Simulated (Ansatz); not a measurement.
# B4As3N: the band gap up the ladder of functionals

The task here is to estimate one member of a computed series from the others.

Code: Ansatz 0.2.0. PAW datasets, plane waves. These are computed values for a spin-unpolarised cell that may be hypothetical; none is a measurement.

## Starting point

The cell was relaxed beforehand with r2SCAN.

The symmetry is Pmm2 (No. 25, orthorhombic); conventional cell a = 3.216 Å, b = 6.435 Å, c = 4.481 Å, 11.59 Å³ an atom. N has 4 B at 1.60–1.85 Å; B has 2 N at 1.85 Å and 2 As at 2.05 Å; As has 4 B at 2.00–2.05 Å; B has 1 N at 1.60 Å and 3 As at 2.04–2.17 Å; As has 4 B at 2.01–2.17 Å.

Structure file:

```xyz
8
Lattice="3.2162 0.0000 0.0000 0.0000 6.4353 0.0000 0.0000 0.0000 4.4808" Properties=species:S:1:pos:R:3 pbc="T T T"
N     0.0000    0.0000    0.0885
B     1.6081    0.0000    3.6494
As    1.6081    4.9480    2.2445
B     0.0000    5.1258    0.9997
As    0.0000    3.2176   -0.0275
B     1.6081    3.2176    3.2438
As    1.6081    1.4873    2.2445
B     0.0000    1.3095    0.9997
```

Set-up of the first run:

input.yaml

```yaml
crystal:
  lattice:
    - [3.2162138955, 0.0, 0.0]
    - [0.0, 6.4352532121, 0.0]
    - [0.0, 0.0, 4.4808361368]
  atoms:
    - { symbol: "N", position: [0.0, 0.0, 0.019745524] }
    - { symbol: B, position: [0.5, 0.0, 0.8144476521] }
    - { symbol: As, position: [0.5, 0.7688850663, 0.5009152993] }
    - { symbol: B, position: [0.0, 0.7965119452, 0.2230970238] }
    - { symbol: As, position: [0.0, 0.5, -0.0061405057] }
    - { symbol: B, position: [0.5, 0.5, 0.7239226834] }
    - { symbol: As, position: [0.5, 0.2311149337, 0.5009152993] }
    - { symbol: B, position: [0.0, 0.2034880548, 0.2230970238] }
kpoints:
  mp_grid: { grid: [8, 4, 6] }
  band_path:
    path:
      - [[0.0, 0.0, 0.0], [0.5, 0.0, 0.0], [0.5, 0.5, 0.0], [0.0, 0.5, 0.0], [0.0, 0.0, 0.0], [0.0, 0.0, 0.5], [0.5, 0.0, 0.5], [0.5, 0.5, 0.5], [0.0, 0.5, 0.5], [0.0, 0.0, 0.5]]
      - [[0.5, 0.0, 0.0], [0.5, 0.0, 0.5]]
      - [[0.0, 0.5, 0.0], [0.0, 0.5, 0.5]]
      - [[0.5, 0.5, 0.0], [0.5, 0.5, 0.5]]
    npoints: 10
hamiltonian:
  xc: pbe
scf:
  occupations: { method: fermi_dirac, width: 0.02 }
  n_extra_bands: 6
output:
  forces: true
  stress: true
  eigenvalues: true
```

Run with:

```bash
$ ansatz run input.yaml --threads 4 --pin off --max-ram 6451MiB --backend cpu --events-out ev --progress --plain --runs-dir out
```

Steps of the session up to this table: Band structure with PBE; r2SCAN at the same geometry; Single point with HSE06; PBE+SOC at the same geometry; Single point with PBE0.

One table of the session follows, with a row left open; its other results are not shown here.

| level | gap (eV) |
| --- | --- |
| PBE | 0.18 |
| r2SCAN | 0.35 |
| HSE06 | 0.92 |
| PBE+SOC | 0.17 |
| PBE0 | ? |

Estimate the missing values for PBE0.

The run gave: gap (eV): 1.63. In the column «gap (eV)» it is the highest.

Meshes: PBE 8×4×6, r2SCAN 8×4×6, HSE06 4×2×4, PBE+SOC 8×4×6, PBE0 4×2×4

In words: The gap runs from 0.17 eV (PBE+SOC) to 1.63 eV (PBE0). Against HSE06, PBE is short by 0.74 eV, at 19 % of it, and r2SCAN 38 %. PBE0 lies 0.70 eV above HSE06, which differs from it by screening the long-range exchange.

To keep in mind: Warnings in the runs' records: stress exchange threshold loose, stress scf threshold loose.
